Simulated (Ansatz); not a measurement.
**Nudged elastic band run: Si₈NO₁₆**

Input:

```yaml
crystal:
  lattice:
    - [-4.179, -4.179, 0.0]
    - [4.179, -4.179, 0.0]
    - [0.0, 0.0, 5.3298]
  atoms:
    - { symbol: Si, position: [0.50413314, 0.51355128, 0.00492856] }
    - { symbol: Si, position: [0.02238107, 0.50327488, 0.22639433] }
    - { symbol: O, position: [0.19760784, 0.51624391, -0.01326013] }
    - { symbol: O, position: [0.04031543, 0.18813165, 0.22990102] }
    - { symbol: O, position: [0.80625667, 0.51395347, -0.00412307] }
    - { symbol: O, position: [-0.00275749, 0.80617857, 0.24791275] }
    - { symbol: Si, position: [0.46563871, 0.52521565, 0.51149399] }
    - { symbol: Si, position: [-0.00455574, 0.52110401, 0.75460137] }
    - { symbol: O, position: [0.17884216, 0.51898742, 0.50006244] }
    - { symbol: O, position: [0.00202211, 0.21030977, 0.74271669] }
    - { symbol: O, position: [0.81356437, 0.39680352, 0.38929086], spin: 0.15 }
    - { symbol: O, position: [0.00423641, 0.8228728, 0.74822416] }
    - { symbol: Si, position: [0.00711741, 0.00858332, -0.00782055] }
    - { symbol: Si, position: [0.49810044, 0.01741555, 0.24864144] }
    - { symbol: O, position: [0.69813129, 0.0201012, 0.00179693] }
    - { symbol: O, position: [0.49275683, 0.70914391, 0.25116451] }
    - { symbol: O, position: [0.31005127, 0.00868091, -0.00405264] }
    - { symbol: O, position: [0.46811336, 0.32212687, 0.2516798] }
    - { symbol: Si, position: [0.00581734, 0.01187486, 0.49219211] }
    - { symbol: Si, position: [0.50131062, 0.0143077, 0.75138695] }
    - { symbol: O, position: [0.69644498, 0.01207093, 0.49731026] }
    - { symbol: O, position: [0.47816051, 0.71507705, 0.76513093] }
    - { symbol: O, position: [0.30849358, 0.00770739, 0.50130466] }
    - { symbol: O, position: [0.48649424, 0.31810579, 0.75382539] }
    - { symbol: "N", position: [0.75789864, 0.5451909, 0.55687654], spin: 0.28 }
magnetization:
  spin_polarized: true
basis:
  ecutwfc: 420.0
kpoints:
  mp_grid: { grid: [2, 2, 3] }
hamiltonian:
  xc: pbe
scf:
  occupations: { method: gaussian, width: 0.02 }
  lower_state_search: "off"
neb:
  images: 3
  f_tol: 0.05
  initial_path: idpp
  max_iterations: 13
  final_atoms:
    - { symbol: Si, position: [0.5033059, 0.47735642, 0.01454947] }
    - { symbol: Si, position: [0.00835971, 0.49239649, 0.24872292] }
    - { symbol: O, position: [0.18794855, 0.45908559, 0.01102271] }
    - { symbol: O, position: [0.00840419, 0.18945734, 0.24500234] }
    - { symbol: O, position: [0.80604843, 0.50230386, -0.00677546] }
    - { symbol: O, position: [0.01997532, 0.80139221, 0.23914847] }
    - { symbol: Si, position: [0.52089945, 0.50440673, 0.48626] }
    - { symbol: Si, position: [0.01182762, 0.49385661, 0.74876023] }
    - { symbol: O, position: [0.21014907, 0.49742918, 0.49801734] }
    - { symbol: O, position: [0.00752023, 0.19109463, 0.73964002] }
    - { symbol: O, position: [0.82271937, 0.49556294, 0.4927835] }
    - { symbol: O, position: [0.01199751, 0.80312856, 0.74372176] }
    - { symbol: Si, position: [0.01733497, 0.00146709, -0.00770347] }
    - { symbol: Si, position: [0.51343646, -0.00424436, 0.23614697] }
    - { symbol: O, position: [0.70900146, 0.00690483, -0.01023156] }
    - { symbol: O, position: [0.51376816, 0.69362041, 0.24508591] }
    - { symbol: O, position: [0.32207546, 0.03170163, -0.01076352] }
    - { symbol: O, position: [0.51625806, 0.30225671, 0.25417788] }
    - { symbol: Si, position: [0.01404589, -0.00181431, 0.48960023] }
    - { symbol: Si, position: [0.52495922, 0.03396855, 0.7294805] }
    - { symbol: O, position: [0.71489283, 0.02164912, 0.47602291] }
    - { symbol: O, position: [0.39638706, 0.68593266, 0.8518563] }
    - { symbol: O, position: [0.3179539, 0.0133842, 0.48701808] }
    - { symbol: O, position: [0.5188846, 0.32083025, 0.74076523] }
    - { symbol: "N", position: [0.54459629, 0.74176294, 0.68428242] }
  order_check: false
```

Launched with:

```bash
$ ansatz run input.yaml --threads 2 --pin off --max-ram 5120MiB --backend cpu --events-out ev --progress --plain --runs-dir out
```

Output, in part (warnings, iteration lines):

```
NEB end point (image 0): max|allowed force component| = 2.986e-2 eV/Å (the criterion of neb.relax_end_points is 1.000e-2)
NEB end point (image 4): max|allowed force component| = 2.994e-2 eV/Å (the criterion of neb.relax_end_points is 1.000e-2)
NEB iter   1: max|band force component| = 5.411e0 eV/Å  barrier→ = 3.5121 eV  barrier← = 3.5122 eV  Δτ_max = 0.0856 Å  (81 SCF iters)
NEB iter   2: max|band force component| = 2.966e0 eV/Å  barrier→ = 2.4580 eV  barrier← = 2.4581 eV  Δτ_max = 0.2000 Å  (26 SCF iters)
NEB iter   3: max|band force component| = 2.294e0 eV/Å  barrier→ = 1.7263 eV  barrier← = 1.7263 eV  Δτ_max = 0.0521 Å  (27 SCF iters)
NEB iter   4: max|band force component| = 6.027e-1 eV/Å  barrier→ = 1.6102 eV  barrier← = 1.6102 eV  Δτ_max = 0.0221 Å  (25 SCF iters)
NEB iter   5: max|band force component| = 8.791e-1 eV/Å  barrier→ = 1.5430 eV  barrier← = 1.5430 eV  CI = image 2  Δτ_max = 0.1644 Å  (22 SCF iters)
NEB iter   6: max|band force component| = 7.171e-1 eV/Å  barrier→ = 1.6745 eV  barrier← = 1.6746 eV  CI = image 2  Δτ_max = 0.0389 Å  (26 SCF iters)
NEB iter   7: max|band force component| = 3.681e-1 eV/Å  barrier→ = 1.6362 eV  barrier← = 1.6363 eV  CI = image 2  Δτ_max = 0.0202 Å  (24 SCF iters)
NEB iter   8: max|band force component| = 2.478e-1 eV/Å  barrier→ = 1.6159 eV  barrier← = 1.6160 eV  CI = image 2  Δτ_max = 0.0420 Å  (21 SCF iters)
NEB iter   9: max|band force component| = 1.753e-1 eV/Å  barrier→ = 1.6119 eV  barrier← = 1.6120 eV  CI = image 2  Δτ_max = 0.0083 Å  (23 SCF iters)
NEB iter  10: max|band force component| = 1.442e-1 eV/Å  barrier→ = 1.6071 eV  barrier← = 1.6072 eV  CI = image 2  Δτ_max = 0.0100 Å  (19 SCF iters)
NEB iter  11: max|band force component| = 8.681e-2 eV/Å  barrier→ = 1.6040 eV  barrier← = 1.6041 eV  CI = image 2  Δτ_max = 0.0078 Å  (20 SCF iters)
NEB iter  12: max|band force component| = 7.069e-2 eV/Å  barrier→ = 1.6030 eV  barrier← = 1.6031 eV  CI = image 2  Δτ_max = 0.0058 Å  (19 SCF iters)
NEB iter  13: max|band force component| = 4.104e-2 eV/Å  barrier→ = 1.6022 eV  barrier← = 1.6023 eV  CI = image 2  Δτ_max = 0.0000 Å  (17 SCF iters)
```

It converged. The order of the stationary point at the top wasn't checked. Limits of this set-up: coarse k mesh.

Final band (atoms are numbered from 1 in the order of the input):

| image | path coordinate (Å) | energy (eV) | Si8–N25 (Å) | O11–N25 (Å) | Si20–N25 (Å) |
| --- | --- | --- | --- | --- | --- |
| 0 | 0.00 | 0.00 | 1.76 | 1.29 | 3.33 |
| 1 | 0.65 | 0.66 | 1.88 | 1.38 | 2.97 |
| 2 | 1.31 | 1.60 | 2.27 | 1.68 | 2.53 |
| 3 | 2.03 | 0.75 | 2.70 | 2.11 | 2.00 |
| 4 | 2.75 | 0.00 | 3.14 | 2.42 | 1.75 |

The run took 14 min on 2 threads of Arm Neoverse V1, on a shared host, peak memory 1.4 GiB.
